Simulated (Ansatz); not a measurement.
**SrTl: how the settings move a relaxation**

How sensitive is a relaxation of SrTl to its settings? A reference run comes first, then one run with altered input.

Program: Ansatz 0.2.0. Level of theory: reference: DFT, r2SCAN, PAW with Ansatz's default frozen-core files, scalar-relativistic; relaxation of cell and atoms. These are calculated values, not measurements.

1 further run of the same task is left out (it didn't finish). Runs told in other sessions of the task aren't counted.

## 1. The structure to begin with

The structure is cubic, space group Pm-3m (No. 221). The conventional cell has a = 4.065 Å, b = 4.065 Å, c = 4.065 Å, α = 90.00°, β = 90.00°, γ = 90.00°. Sr (site symmetry m-3m) has 8 Tl at 3.52 Å in its first shell of neighbours. Tl (site symmetry m-3m) has 8 Sr at 3.52 Å in its first shell of neighbours.

Coordinates:

```
Sr Tl
1.0
     4.06476    0.00000    0.00000
     0.00000    4.06476    0.00000
     0.00000    0.00000    4.06476
Sr Tl
1 1
Direct
  0.00000 0.00000 0.00000
  0.50000 0.50000 0.50000
```

## 2. Reference

File input.yaml:

```yaml
crystal:
  lattice:
    - [4.06475515266, 0.0, 0.0]
    - [0.0, 4.06475515266, 0.0]
    - [0.0, 0.0, 4.06475515266]
  atoms:
    - { symbol: Sr, position: [0.0, 0.0, 0.0] }
    - { symbol: Tl, position: [0.5, 0.5, 0.5] }
kpoints:
  mp_grid: { grid: [12, 12, 12] }
scf:
  occupations: { method: fermi_dirac, width: 0.1 }
hamiltonian:
  xc: r2scan
  pseudopotentials: { kind: paw }
relax:
  f_tol: 0.002
  max_steps: 80
  cell: { p_target: 5 }
output:
  forces: true
  stress: true
```

On the command line:

```
$ ansatz run input.yaml --threads 1 --pin off --max-ram 2560MiB --backend cpu --events-out ev --progress --plain --runs-dir out
```

## 3. Changing settings: ecutwfc 58.8 Ry

Edit input.yaml of step 2 so:

```diff
@@ -22 +22,3 @@
   stress: true
+basis:
+  ecutwfc: "58.8 Ry"
```

What does the calculation give? Wanted: for each run, ending; energy change; pressure; gap; force.

**Answer**, as computed:

| run | ending | energy change | pressure (GPa) | gap (eV) | force (eV/Å) | cycles | time |
| --- | --- | --- | --- | --- | --- | --- | --- |
| reference | converged | 0 | 5.0 | 0.00 | 0.00 | 24 | 42 s |
| 1: ecutwfc 58.8 Ry | converged | -1.3 meV/atom | 5.0 | 0.00 | 0.00 | 24 | 84 s |

What this shows: Changing the cutoff moves the energy by -1.3 meV/atom. Cost: 84 s against 42 s.
